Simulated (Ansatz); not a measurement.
# CH7BSi2 (SMILES CB1[SiH2][SiH2]1) at BHLYP/6-31G(d) (spherical functions)

What is the electronic atomisation energy of CH7BSi2 at BHLYP/6-31G* (spherical functions)? 

Program for the calculation: Ansatz 0.2.0.

75 further runs of the same task are left out: 75 set aside as unsound or not needed.

### 1 The molecule

CH7BSi2: 11 atoms, total charge 0, spin state singlet. As SMILES, `CB1[SiH2][SiH2]1`. The coordinates come from a PBE0-D4/def2-TZVP relaxation.

Bond lengths: C1–B2 1.566 Å, B2–Si3 1.907 Å, B2–Si4 1.907 Å, C1–H5 1.092 Å, C1–H6 1.099 Å, C1–H7 1.092 Å, Si3–H8 1.482 Å, Si3–H9 1.489 Å, Si4–H10 1.489 Å, Si4–H11 1.482 Å. Some angles: C1–B2–Si3 130.2°, C1–B2–Si4 130.2°, Si3–B2–Si4 83.2°, B2–C1–H5 114.1°, B2–C1–H6 106.3°, B2–C1–H7 114.1°, B2–Si3–H8 124.3°, B2–Si3–H9 125.0°, B2–Si4–H10 124.9°, B2–Si4–H11 124.3°. A long bond or contact: Si3–Si4 2.531 Å.

### 2 The energy at BHLYP/6-31G(d) (spherical functions)

Contents of run.yaml:

```yaml
crystal:
  periodic: [false, false, false]
  atoms:
    - {symbol: C, position_ang: [-0.263900, 1.793500, 0.099500]}
    - {symbol: B, position_ang: [-0.450600, 0.243000, -0.016600]}
    - {symbol: Si, position_ang: [0.018800, -1.148600, 1.199400]}
    - {symbol: Si, position_ang: [0.210300, -0.982900, -1.318800]}
    - {symbol: H, position_ang: [0.165600, 2.121800, 1.048800]}
    - {symbol: H, position_ang: [-1.271300, 2.229100, 0.051100]}
    - {symbol: H, position_ang: [0.301000, 2.238000, -0.723000]}
    - {symbol: H, position_ang: [-0.479200, -2.541300, 1.107000]}
    - {symbol: H, position_ang: [0.876900, -0.975400, 2.403900]}
    - {symbol: H, position_ang: [1.239000, -0.662800, -2.346600]}
    - {symbol: H, position_ang: [-0.281200, -2.371200, -1.484200]}
basis:
  gaussian: {orbitals: 6-31G_st_-spherical.json}
hamiltonian: {xc: {name: BHLYP}}
output: {orbitals: {seedname: orbitals}}
accuracy: high
```

The basis set 6-31G* is read from a file made from the Basis Set Exchange's data (not shown).

Run with:

```console
ansatz run run.yaml --threads 1 --pin off --max-ram 3480MiB --events-out events.jsonl --progress --plain --runs-dir runs
```

What it wrote:

```text
Warning: RAYON_NUM_THREADS=1 ignored (pool sized by the plan → 1); use --threads N
Functional definition: BHLYP
  name "BHLYP"
  parameter a = 0.5
  exchange = (1 - a)*b88_x + a*exact_x
  correlation = lyp_c
1867 factors; integrals over basis functions are off by at most 3.4e-9 eV
mean field evaluation 1: about -17574.8746 eV, gradient 3.2e1 eV
mean field evaluation 2: about -17575.0914 eV, gradient 3.0e1 eV
mean field evaluation 4: about -17577.7557 eV, gradient 1.5e0 eV
mean field evaluation 8: about -17578.2393 eV, gradient 2.0e-1 eV
mean field evaluation 16: about -17578.2396 eV, gradient 8.7e-5 eV
mean field -17578.23960250 eV, -645.9883904330 hartree, gradient 4.5e-8 eV, S^2 0.000000; 0 other end points of the search recorded, 0 dependent functions left out
reference -17578.23963296 eV, -645.9883915526 hartree; 23, 23 occupied and 55, 55 virtual orbitals, 1867 factors
Total energy: -17578.23963296 eV, -645.9883915526 hartree
```

Wall time 11 s (1 thread of Arm Neoverse V1, shared host); peak memory 0.27 GiB.

### 3 The B atom, same level

Contents of molecule.yaml:

```yaml
crystal:
  periodic: [false, false, false]
  atoms:
    - {symbol: B, position_ang: [0.000000, 0.000000, 0.000000]}
basis:
  gaussian: {orbitals: 6-31G_st_-spherical.json}
total_charge: 0
magnetization: {spin_polarized: true, initial_magnetization: 1}
hamiltonian: {xc: {name: BHLYP}}
accuracy: high
```

The basis set 6-31G* is read from a file made from the Basis Set Exchange's data (not shown).

Run the same way, it converges to -24.64415 Eh (log not shown).

### 4 The C atom

Contents of run.yaml:

```yaml
crystal:
  periodic: [false, false, false]
  atoms:
    - {symbol: C, position_ang: [0.000000, 0.000000, 0.000000]}
basis:
  gaussian: {orbitals: 6-31G_st_-spherical.json}
total_charge: 0
accuracy: high
hamiltonian: {xc: {name: BHLYP}}
magnetization: {spin_polarized: true, initial_magnetization: 2}
```

The basis set 6-31G* is read from a file made from the Basis Set Exchange's data (not shown).

Run with:

```console
ansatz run run.yaml --threads 1 --pin off --max-ram 3480MiB --events-out events.jsonl --progress --plain --runs-dir runs
```

What it wrote:

```text
Warning: RAYON_NUM_THREADS=1 ignored (pool sized by the plan → 1); use --threads N
[... 5 set-up lines as earlier in the session ...]
96 factors; integrals over basis functions are off by at most 1.1e-9 eV
mean field evaluation 1: about -1029.4486 eV, gradient 3.6e0 eV
mean field evaluation 2: about -1029.5272 eV, gradient 6.7e-1 eV
mean field evaluation 4: about -1029.5303 eV, gradient 1.8e-2 eV
mean field evaluation 8: about -1029.5303 eV, gradient 4.3e-6 eV
mean field -1029.53028010 eV, -37.8345399529 hartree, gradient 1.8e-8 eV, S^2 2.002539; 0 other end points of the search recorded, 0 dependent functions left out
reference -1029.53029223 eV, -37.8345403989 hartree; 4, 2 occupied and 10, 12 virtual orbitals, 96 factors
Total energy: -1029.53029223 eV, -37.8345403989 hartree
```

Run time: 0.3 s. Hardware: 1 thread of Arm Neoverse V1, shared host.

### 5 The H atom at the same level

Contents of molecule.yaml:

```yaml
crystal:
  periodic: [false, false, false]
  atoms:
    - symbol: H
      position_ang: [0.000000, 0.000000, 0.000000]
basis:
  gaussian:
    orbitals: "6-31G*"
magnetization:
  spin_polarized: true
  initial_magnetization: 1
hamiltonian:
  xc: {name: BHLYP}
accuracy: high
```

Run with:

```console
ansatz run molecule.yaml --threads 1 --pin off --max-ram 3480MiB --events-out events.jsonl --progress --plain --runs-dir runs
```

What it wrote:

```text
Warning: RAYON_NUM_THREADS=1 ignored (pool sized by the plan → 1); use --threads N
[... 5 set-up lines as earlier in the session ...]
3 factors; integrals over basis functions are off by at most 5.4e-10 eV
mean field evaluation 1: about -13.5143 eV, gradient 7.8e-1 eV
mean field evaluation 2: about -13.5199 eV, gradient 1.3e-1 eV
mean field evaluation 4: about -13.5195 eV, gradient 9.6e-5 eV
mean field evaluation 8: about -13.5195 eV, gradient 6.1e-10 eV
mean field -13.51953907 eV, -0.4968338969 hartree, gradient 6.4e-9 eV, S^2 0.750000; 0 other end points of the search recorded, 0 dependent functions left out
reference -13.51955128 eV, -0.4968343455 hartree; 1, 0 occupied and 1, 2 virtual orbitals, 3 factors
Total energy: -13.51955128 eV, -0.4968343455 hartree
```

Run time: 0.1 s. Hardware: 1 thread of Arm Neoverse V1, shared host.

### 6 The Si atom, same level

Contents of input.yaml:

```yaml
basis:
  gaussian: {orbitals: 6-31G_st_-spherical.json}
crystal:
  periodic: [false, false, false]
  atoms:
    - {symbol: Si, position_ang: [0.000000, 0.000000, 0.000000]}
magnetization: {spin_polarized: true, initial_magnetization: 2}
hamiltonian: {xc: {name: BHLYP}}
accuracy: high
```

The basis set 6-31G* is read from a file made from the Basis Set Exchange's data (not shown).

Run the same way, it converges to -289.35663 Eh (log not shown).

### 7 What came out

Level: BHLYP/6-31G* (spherical functions).

| quantity | value |
| --- | --- |
| molecule: total energy | -645.98839 Eh |
| molecule: HOMO energy | -7.03 eV |
| molecule: LUMO energy | -0.24 eV |
| molecule: HOMO–LUMO gap | 6.79 eV |
| B atom: total energy | -24.64415 Eh |
| B atom: ⟨S²⟩ | 0.752 |
| C atom: total energy | -37.83454 Eh |
| C atom: ⟨S²⟩ | 2.003 |
| H atom: total energy | -0.49683 Eh |
| H atom: ⟨S²⟩ | 0.750 |
| Si atom: total energy | -289.35663 Eh |
| Si atom: ⟨S²⟩ | 2.003 |
| electronic atomisation energy | 35.881 eV |

**Reading.** Taking the molecule apart into free atoms costs 35.88 eV (827 kcal/mol), before zero-point energy and without spin-orbit coupling.
